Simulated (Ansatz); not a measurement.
This script makes an atomisation energy of C2H7AlSi, SMILES C=[C]([AlH2])[SiH3] with the Python package of Ansatz (0.2.0).

The script, `tae_c2h7alsi.py`:
```python
"""Atomisation energy of C2H7AlSi at the given geometry."""

from collections import Counter

import ansatz


def energy(molecule, charge=0, unpaired=0):
    calc = (
        molecule.calculation()
        .basis(gaussian="cc-pVDZ")
        .functional("pbe")
    )
    if charge:
        calc = calc.charge(charge)
    if unpaired:
        calc = calc.spin("collinear", total=unpaired)
    return calc.run(threads=1).report["free_energy_ev"]


def main() -> None:
    geometry_ang = [
        ("C", [0.1103, 1.5369, 0.3975]),
        ("C", [0.0384, 0.2648, 0.1488]),
        ("Al", [1.1626, -0.9617, 1.1617]),
        ("Si", [-0.9285, -0.4224, -1.207]),
        ("H", [-0.552, 2.2546, -0.2128]),
        ("H", [0.6934, 2.0133, 1.1633]),
        ("H", [2.1683, -0.3917, 2.3328]),
        ("H", [1.2169, -2.5091, 0.8423]),
        ("H", [-2.1964, 0.4172, -1.3451]),
        ("H", [-0.2244, -0.4579, -2.4283]),
        ("H", [-1.4233, -1.8009, -0.8325]),
    ]
    geometry = ansatz.Crystal.molecule()
    for symbol, xyz in geometry_ang:
        geometry = geometry.atom(symbol, xyz)

    # Hund ground states
    unpaired = {"C": 2, "Al": 1, "Si": 2, "H": 1}
    counts = Counter(site.symbol for site in geometry.cartesian_sites)
    atom_energy = {s: energy(ansatz.Crystal.molecule().atom(s, (0, 0, 0)), 0, unpaired[s]) for s in counts}
    whole = energy(geometry, 0, 0)
    for s, e in atom_energy.items():
        print(f"{s:2s} x{counts[s]}  {e:14.5f} eV")
    print(f"C2H7AlSi: {whole:.5f} eV")
    split = sum(counts[s] * e for s, e in atom_energy.items()) - whole
    print(f"atomisation energy (no zero-point term): {split:.3f} eV, {split / sum(counts.values()):.3f} eV an atom")


if __name__ == "__main__":
    main()
```

What does it cost to take this molecule apart into atoms?

36.722 eV from the electronic energies, without the zero-point term.

The run itself:

```console
$ python tae_c2h7alsi.py
C  x2     -1028.27851 eV
Al x1     -6591.21556 eV
Si x1     -7870.05275 eV
H  x7       -13.56836 eV
C2H7AlSi: -16649.52616 eV
atomisation energy (no zero-point term): 36.722 eV, 3.338 eV an atom
```

Caveats:
- Total energies depend on the basis set; only differences at equal settings carry meaning.
- The geometry is a force-field or estimated start, not a minimum of this method, and the basis set is short of its limit. All parts are taken at fixed geometry, without zero-point energy.
- For Al to Cl the sets with a tight d function, cc-pV(X+d)Z, are usual.
- This functional overbinds, so such energies come out a few per cent too high (LDA far more).
- Timing: 2.3 s on 1 thread of Intel(R) Xeon(R) 6975P-C (Granite Rapids) (shared host), peak memory 0.21 GiB.
